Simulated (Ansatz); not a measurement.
# AlSn: the cost of one run

Method: DFT PBEsol, scalar-relativistic, plane waves, PAW, in Ansatz 0.2.0.

### Step 1. Starting point

It takes space group P-6m2 (No. 187, hexagonal). The conventional cell has a = 4.198 Å, b = 4.198 Å, c = 3.307 Å, α = 90.00°, β = 90.00°, γ = 120.00°. Al (site symmetry -6m2) has 6 Sn at 2.93 Å and 2 Al at 3.31 Å as nearest neighbours. Around Sn (site symmetry -6m2) lie 6 Al at 2.93 Å and 2 Sn at 3.31 Å.

Structure file:

```cif
data_structure
_symmetry_space_group_name_H-M 'P-6m2'
_symmetry_Int_Tables_number 187
_cell_length_a 4.1981
_cell_length_b 4.1981
_cell_length_c 3.3068
_cell_angle_alpha 90.000
_cell_angle_beta 90.000
_cell_angle_gamma 120.000
_cell_volume 50.47
loop_
_atom_site_label
_atom_site_type_symbol
_atom_site_symmetry_multiplicity
_atom_site_Wyckoff_symbol
_atom_site_fract_x
_atom_site_fract_y
_atom_site_fract_z
_atom_site_occupancy
Al1 Al 1 a 0.00000 0.00000 0.00000 1
Sn1 Sn 1 d 0.33333 0.66667 0.50000 1
```

The structure comes from the Materials Project (structure only).

### Step 2. A distortion that keeps the symmetry

Against the listed cell: strain xx, yy, zz, yz, xz, xy = +0.9, +0.9, -2.1, +0.0, +0.0, +0.0 %.

The input, input.yaml:

```yaml
crystal:
  lattice:
    - [4.2358465852, 0.0, 0.0]
    - [-2.1179232925, 3.6683507492, 0.0]
    - [0.0, 0.0, 3.2373701445]
  atoms:
    - { symbol: Al, position: [0.0, 0.0, 0.0] }
    - { symbol: Sn, position: [0.33333333, 0.66666667, 0.5] }
basis:
  ecutwfc: 420
kpoints:
  mp_grid: { grid: [12, 12, 12] }
hamiltonian:
  xc: pbesol
scf:
  occupations: { method: gaussian, width: 0.1 }
output:
  forces: true
  stress: true
  eigenvalues: true
  populations: true
```

The run is started by

```console
> ansatz run input.yaml --threads 1 --pin off --max-ram 1331MiB --backend cpu --events-out ev --progress --plain --runs-dir out
```

What time and memory should one allow on 1 thread of an x86-64 CPU, shared host?

About 4.9 s, with a peak of 0.41 GiB.
